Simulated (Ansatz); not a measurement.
**GaPt3: a single-point run**

The task is a single-point run on GaPt3. The structure is shown as the input types it.

Computed with Ansatz 0.2.0 (DFT, LDA, all-electron LAPW, scalar-relativistic, unless a step's input says otherwise).

## Step 1: The structure to begin with

Symmetry: Pm-3m, No. 221, cubic system. Conventional cell: a = 3.864 Å, b = 3.864 Å, c = 3.864 Å, α = 90.00°, β = 90.00°, γ = 90.00°. Ga (site symmetry m-3m) has 12 Pt at 2.73 Å as nearest neighbours. Pt (site symmetry 4/mmm) has 4 Ga at 2.73 Å and 8 Pt at 2.73 Å as nearest neighbours.

As a file:

```cif
data_structure
_symmetry_space_group_name_H-M 'Pm-3m'
_symmetry_Int_Tables_number 221
_cell_length_a 3.8638
_cell_length_b 3.8638
_cell_length_c 3.8638
_cell_angle_alpha 90.000
_cell_angle_beta 90.000
_cell_angle_gamma 90.000
_cell_volume 57.68
loop_
_atom_site_label
_atom_site_type_symbol
_atom_site_symmetry_multiplicity
_atom_site_Wyckoff_symbol
_atom_site_fract_x
_atom_site_fract_y
_atom_site_fract_z
_atom_site_occupancy
Ga1 Ga 1 a 0.00000 0.00000 0.00000 1
Pt1 Pt 3 c 0.00000 0.50000 0.50000 1
```

## Step 2: Running it

File input.yaml:

```yaml
crystal:
  lattice:
    - [3.863776801, 0.0, 0.0]
    - [0.0, 3.863776801, 0.0]
    - [0.0, 0.0, 3.863776801]
  atoms:
    - { symbol: Ga, position: [0.0, 0.0, 0.0] }
    - { symbol: Pt, position: [0.0, 0.5, 0.5] }
    - { symbol: Pt, position: [0.5, 0.5, 0.0] }
    - { symbol: Pt, position: [0.5, 0.0, 0.5] }
kpoints:
  mp_grid: { grid: [9, 9, 9] }
  band_path:
    path:
      - [0.0, 0.0, 0.0]
      - [0.0, 0.5, 0.0]
      - [0.5, 0.5, 0.0]
      - [0.0, 0.0, 0.0]
      - [0.5, 0.5, 0.5]
      - [0.0, 0.5, 0.0]
      - [0.5, 0.5, 0.5]
      - [0.5, 0.5, 0.0]
    npoints: 14
scf:
  occupations: { method: fermi_dirac, width: 0.05 }
  conv_thr: 60
  max_iter: 75
hamiltonian:
  xc: lda
  pseudopotentials: { kind: all_electron, lapw: { basis_error: 0.0005 } }
output:
  forces: true
  stress: true
  eigenvalues: true
  populations: true
```

The run is started by

```
$ ansatz run input.yaml --threads 1 --pin off --max-ram 3072MiB --backend cpu --events-out ev --progress --plain --runs-dir out
```

**Question.** How will this run end, and is anything wrong with its input?

The run ended at the input check. The line that matters: «line 26 column 3: unknown field `conv_thr`, expected one of max_iter, algorithm, n_extra_bands, self_checks, convergence, ...»

In the input, scf.conv_thr is 60; scf.max_iter is 75. The key belongs to a different code's input format, or to another block.

Fix: delete scf.conv_thr and scf.max_iter.
